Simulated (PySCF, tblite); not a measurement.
**C₃H₁₂BNOSi: a rotation path, then NMR shifts on frames, part 1 of 2**

Aim: move C₃H₁₂BNOSi (`C[Si](C)(C)OBN`) away from its starting geometry and see how NMR shifts follow the geometry.

The runs use tblite 0.8.0 and PySCF 2.14.0, with density-fitted response routines of our own; the level of theory stands in each step. All values are computed, except where a source is named. Atoms count from 0, in the outputs and in this text.

## (1) The starting structure

19 atoms, charge 0, multiplicity 1; geometry from: GFN2-xTB.

Bonds of the start (Å): C0–Si1 1.91, Si1–C2 1.91, Si1–C3 1.91, Si1–O4 1.62, O4–B5 1.34, B5–N6 1.40, C0–H7 1.09, C0–H8 1.09, C0–H9 1.09, C2–H10 1.09, C2–H11 1.09, C2–H12 1.09, C3–H13 1.09, C3–H14 1.09, C3–H15 1.09, B5–H16 1.18, N6–H17 1.01, N6–H18 1.00.

## (2) A band between two rotamers with GFN2-xTB

The job: settings as JSON, then the geometry in Å.

```
{"job": {"kind": "neb", "xc": "GFN2-xTB", "basis": "xTB", "atoms": [0, 1, 4, 5], "turn": 120}, "charge": 0, "multiplicity": 1}
C     -1.248496     1.234604    -1.391122
Si    -0.549682    -0.075393    -0.195187
C      0.532494    -1.316089    -1.172444
C     -1.957248    -1.018654     0.676453
O      0.266627     0.708885     0.960599
B      1.392071     1.066832     1.597468
N      2.642694     0.615700     1.173755
H     -1.874281     1.949422    -0.865050
H     -1.855598     0.774693    -2.164535
H     -0.457697     1.794081    -1.882786
H     -0.048588    -1.856943    -1.913139
H      1.338986    -0.814505    -1.701504
H      0.980310    -2.054540    -0.512180
H     -1.576661    -1.807590     1.318677
H     -2.625476    -1.477372    -0.045447
H     -2.550590    -0.353508     1.296530
H      1.319613     1.776297     2.532073
H      2.751617     0.006765     0.381011
H      3.510099     0.856566     1.617243
```

Method: GFN2-xTB climbing-image nudged elastic band, gas phase.

Launch:

```console
$ OMP_NUM_THREADS=1 python probes_run.py task.json out
```

The driver reads the jobs from task.json and runs them one after another.

Output:

```text
image   E - E0 / eV
  0       0.0000
  1       0.0045
  2       0.0083
  3       0.0106
  4       0.0129
  5       0.0146
  6       0.0137
  7       0.0135
  8      -0.0004
```

Run time: 1.7 s. Hardware: 1 thread of AMD EPYC 9B45, shared host; peak memory 0.18 GiB.

The final band, with the dihedral C0–Si1–O4–B5:

| image | dihedral (°) | energy (eV) | energy (kcal/mol) |
| --- | --- | --- | --- |
| 0 | -111 | 0.000 | 0.0 |
| 1 | -95 | 0.005 | 0.1 |
| 2 | -77 | 0.008 | 0.2 |
| 3 | -59 | 0.011 | 0.2 |
| 4 | -41 | 0.013 | 0.3 |
| 5 | -25 | 0.015 | 0.3 |
| 6 | -9 | 0.014 | 0.3 |
| 7 | 6 | 0.013 | 0.3 |
| 8 | 12 | 0.000 | 0.0 |

## (3) Shielding tensors: image 0, PBE0/pcSseg-1

The job: settings as JSON, then the geometry in Å.

```
{"job": {"kind": "nmr", "xc": "PBE0", "basis": "pcSseg-1", "pop": false}, "charge": 0, "multiplicity": 1}
C     -1.248500     1.234600    -1.391100
Si    -0.549700    -0.075400    -0.195200
C      0.532500    -1.316100    -1.172400
C     -1.957200    -1.018700     0.676500
O      0.266600     0.708900     0.960600
B      1.392100     1.066800     1.597500
N      2.642700     0.615700     1.173800
H     -1.874300     1.949400    -0.865000
H     -1.855600     0.774700    -2.164500
H     -0.457700     1.794100    -1.882800
H     -0.048600    -1.856900    -1.913100
H      1.339000    -0.814500    -1.701500
H      0.980300    -2.054500    -0.512200
H     -1.576700    -1.807600     1.318700
H     -2.625500    -1.477400    -0.045400
H     -2.550600    -0.353500     1.296500
H      1.319600     1.776300     2.532100
H      2.751600     0.006800     0.381000
H      3.510100     0.856600     1.617200
```

Method: GIAO PBE0/pcSseg-1 NMR shielding, non-relativistic, gas phase.

Output:

```text
coarse grid: 15560 points
cycle   1  E = -565.3339067113  dE =  5.460e-01  |g| = 8.710e-01  |ddm| = 3.704e+00
cycle   2  E = -565.2134471941  dE =  1.205e-01  |g| = 1.188e+00  |ddm| = 1.527e+00
cycle   3  E = -565.4849157772  dE = -2.715e-01  |g| = 1.716e-01  |ddm| = 1.006e+00
cycle   4  E = -565.4905374899  dE = -5.622e-03  |g| = 3.158e-02  |ddm| = 1.250e-01
cycle   5  E = -565.4907195632  dE = -1.821e-04  |g| = 1.343e-02  |ddm| = 2.604e-02
cycle   6  E = -565.4907583386  dE = -3.878e-05  |g| = 2.119e-03  |ddm| = 8.963e-03
cycle   7  E = -565.4907592362  dE = -8.976e-07  |g| = 5.969e-04  |ddm| = 1.826e-03
final grid: 143424 points
cycle   8  E = -565.5373597826  dE = -3.331e-05  |g| = 1.168e-02  |ddm| = 2.217e-02
cycle   9  E = -565.5373328227  dE =  2.696e-05  |g| = 1.668e-02  |ddm| = 1.742e-02
cycle  10  E = -565.5373882896  dE = -5.547e-05  |g| = 1.877e-03  |ddm| = 1.062e-02
cycle  11  E = -565.5373890327  dE = -7.432e-07  |g| = 1.741e-04  |ddm| = 1.485e-03
cycle  12  E = -565.5373890381  dE = -5.317e-09  |g| = 6.333e-05  |ddm| = 1.639e-04
cycle  13  E = -565.5373890389  dE = -8.836e-10  |g| = 1.863e-05  |ddm| = 5.680e-05
converged SCF energy = -565.5373890389

GIAO shielding tensors (ppm)
atom      isotropic    diamagn.    paramagn.     s11        s22        s33       span
  0 C      184.379     255.793     -71.413    174.604    184.748    193.786     19.183
  1 Si     347.608     881.319    -533.711    335.351    341.035    366.439     31.088
  2 C      184.214     257.950     -73.736    175.007    184.011    193.624     18.617
  3 C      184.303     255.537     -71.235    174.620    184.321    193.967     19.347
  4 O      212.617     399.312    -186.695    142.295    181.533    314.023    171.728
  5 B       77.488     196.054    -118.565     50.954     79.110    102.402     51.447
  6 N      182.053     321.072    -139.019    106.728    202.191    237.241    130.513
  7 H       31.388      31.324       0.064     27.345     28.796     38.022     10.677
  8 H       31.955      31.216       0.738     27.993     29.234     38.637     10.645
  9 H       31.492      32.412      -0.920     27.409     29.352     37.714     10.304
 10 H       31.676      32.010      -0.335     27.596     29.013     38.417     10.821
 11 H       31.558      33.797      -2.239     28.184     29.034     37.455      9.271
 12 H       31.450      33.547      -2.097     28.183     28.772     37.394      9.210
 13 H       31.483      32.108      -0.624     27.420     29.277     37.752     10.332
 14 H       31.979      31.066       0.913     27.985     29.315     38.637     10.652
 15 H       31.373      31.237       0.135     27.320     28.757     38.041     10.721
 16 H       27.548      30.189      -2.641     24.419     27.438     30.788      6.369
 17 H       28.965      35.043      -6.078     22.685     28.500     35.709     13.023
 18 H       28.698      29.462      -0.764     23.851     24.955     37.288     13.437
```

Wall time 13 s (1 thread of AMD EPYC 9B45, shared host); peak memory 0.85 GiB.

The references, computed at this level on geometries of the same kind, shield at (ppm): ¹H TMS 31.72, ¹³C TMS 186.9, ²⁹Si TMS 349.2, ¹⁵N NH3 267.7, ¹⁷O H2O 336.1, ¹¹B BF3·OEt2 100.1. Their shielding less the atom's gives the shift. The references are single molecules in the gas phase, so shifts against H2O, NH3, PH3, H3PO4 or CFCl3 are not on the usual liquid scales and can be off by tens of ppm. Each atom is listed at this fixed geometry, with no averaging over motion; a spectrum would average atoms that exchange fast.

| atoms | environment | σ (ppm) | δ (ppm) |
| --- | --- | --- | --- |
| C2 | methyl carbon bonded to Si | 184.2 | 2.7 |
| C3 | methyl carbon bonded to Si | 184.3 | 2.6 |
| C0 | methyl carbon bonded to Si | 184.4 | 2.5 |
| H16 | hydrogen on a boron bonded to N, O | 27.55 | 4.17 |
| H18 | hydrogen on a nitrogen bonded to B | 28.70 | 3.02 |
| H17 | hydrogen on a nitrogen bonded to B | 28.96 | 2.75 |
| H15 | hydrogen on a methyl carbon bonded to Si | 31.37 | 0.34 |
| H7 | hydrogen on a methyl carbon bonded to Si | 31.39 | 0.33 |
| H12 | hydrogen on a methyl carbon bonded to Si | 31.45 | 0.27 |
| H13 | hydrogen on a methyl carbon bonded to Si | 31.48 | 0.23 |
| H9 | hydrogen on a methyl carbon bonded to Si | 31.49 | 0.23 |
| H11 | hydrogen on a methyl carbon bonded to Si | 31.56 | 0.16 |
| H10 | hydrogen on a methyl carbon bonded to Si | 31.68 | 0.04 |
| H8 | hydrogen on a methyl carbon bonded to Si | 31.95 | -0.24 |
| H14 | hydrogen on a methyl carbon bonded to Si | 31.98 | -0.26 |
| Si1 | silicon bonded to 3 C, O | 347.6 | 1.5 |
| O4 | oxygen bonded to B, Si | 212.6 | 123.5 |
| B5 | boron bonded to N, O, H | 77.5 | 22.6 |
| N6 | nitrogen bonded to B, 2 H | 182.1 | 85.7 |

## (4) NMR shieldings: image 2, PBE0/pcSseg-1

The job: settings as JSON, then the geometry in Å.

```
{"job": {"kind": "nmr", "xc": "PBE0", "basis": "pcSseg-1", "pop": false}, "charge": 0, "multiplicity": 1}
C     -1.035800     1.229600    -1.318400
Si    -0.545200    -0.194400    -0.142900
C      0.452800    -1.505400    -1.114700
C     -2.079000    -1.014600     0.634000
O      0.299600     0.421800     1.092500
B      1.401700     0.928300     1.665400
N      2.607600     1.033500     0.970300
H     -1.588300     2.000100    -0.788800
H     -1.659500     0.887700    -2.138700
H     -0.157700     1.701300    -1.750700
H     -0.152100    -1.969200    -1.888000
H      1.325200    -1.076600    -1.600900
H      0.803400    -2.297200    -0.458600
H     -1.810900    -1.864600     1.254900
H     -2.758300    -1.371900    -0.132600
H     -2.626400    -0.317000     1.260600
H      1.349600     1.292800     2.782500
H      2.706000     0.738800     0.014000
H      3.457700     1.386100     1.370700
```

Method: GIAO PBE0/pcSseg-1 NMR shielding, non-relativistic, gas phase.

Output:

```text
coarse grid: 15560 points
cycle   1  E = -565.3330488789  dE =  5.420e-01  |g| = 8.712e-01  |ddm| = 3.698e+00
cycle   2  E = -565.2125247968  dE =  1.205e-01  |g| = 1.188e+00  |ddm| = 1.548e+00
cycle   3  E = -565.4842748985  dE = -2.718e-01  |g| = 1.710e-01  |ddm| = 1.023e+00
cycle   4  E = -565.4898530858  dE = -5.578e-03  |g| = 3.163e-02  |ddm| = 1.255e-01
cycle   5  E = -565.4900357895  dE = -1.827e-04  |g| = 1.347e-02  |ddm| = 2.624e-02
cycle   6  E = -565.4900748022  dE = -3.901e-05  |g| = 2.112e-03  |ddm| = 9.011e-03
cycle   7  E = -565.4900756941  dE = -8.919e-07  |g| = 5.948e-04  |ddm| = 1.812e-03
final grid: 143424 points
cycle   8  E = -565.5369584876  dE = -3.090e-05  |g| = 1.227e-02  |ddm| = 2.391e-02
cycle   9  E = -565.5369269129  dE =  3.157e-05  |g| = 1.783e-02  |ddm| = 1.866e-02
cycle  10  E = -565.5369895673  dE = -6.265e-05  |g| = 1.893e-03  |ddm| = 1.140e-02
cycle  11  E = -565.5369903319  dE = -7.647e-07  |g| = 1.612e-04  |ddm| = 1.492e-03
cycle  12  E = -565.5369903366  dE = -4.702e-09  |g| = 6.085e-05  |ddm| = 1.687e-04
cycle  13  E = -565.5369903374  dE = -8.390e-10  |g| = 1.647e-05  |ddm| = 5.814e-05
converged SCF energy = -565.5369903374

GIAO shielding tensors (ppm)
atom      isotropic    diamagn.    paramagn.     s11        s22        s33       span
  0 C      184.771     256.295     -71.524    175.359    185.148    193.804     18.445
  1 Si     347.968     881.184    -533.215    331.135    347.116    365.654     34.519
  2 C      183.973     257.189     -73.215    176.332    182.616    192.972     16.639
  3 C      184.392     255.161     -70.769    174.793    184.292    194.092     19.299
  4 O      212.604     398.964    -186.360    140.979    180.440    316.394    175.414
  5 B       77.564     195.994    -118.429     51.013     78.962    102.718     51.705
  6 N      181.476     320.990    -139.514    106.942    200.423    237.063    130.121
  7 H       31.461      31.806      -0.344     27.551     28.779     38.053     10.502
  8 H       31.869      31.419       0.450     27.904     29.033     38.669     10.764
  9 H       31.510      33.156      -1.646     27.382     29.588     37.559     10.177
 10 H       31.735      31.798      -0.063     27.769     29.038     38.397     10.627
 11 H       31.607      33.737      -2.130     27.732     29.432     37.658      9.926
 12 H       31.433      32.691      -1.257     27.934     28.683     37.683      9.749
 13 H       31.414      31.541      -0.127     27.396     29.061     37.785     10.389
 14 H       32.034      30.894       1.140     27.986     29.424     38.692     10.706
 15 H       31.365      31.185       0.180     27.296     28.779     38.020     10.724
 16 H       27.535      30.220      -2.685     24.369     27.445     30.792      6.423
 17 H       29.026      35.055      -6.029     23.373     28.076     35.630     12.257
 18 H       28.667      29.508      -0.840     23.822     24.904     37.276     13.453
```

It took 13 s on 1 thread of AMD EPYC 9B45, shared host; peak memory 0.85 GiB.

In short: δ C2 3.0, C3 2.5, C0 2.2, Si1 1.2, H16 4.18, H18 3.05 ppm.

(Continued in part 2 of 2.)
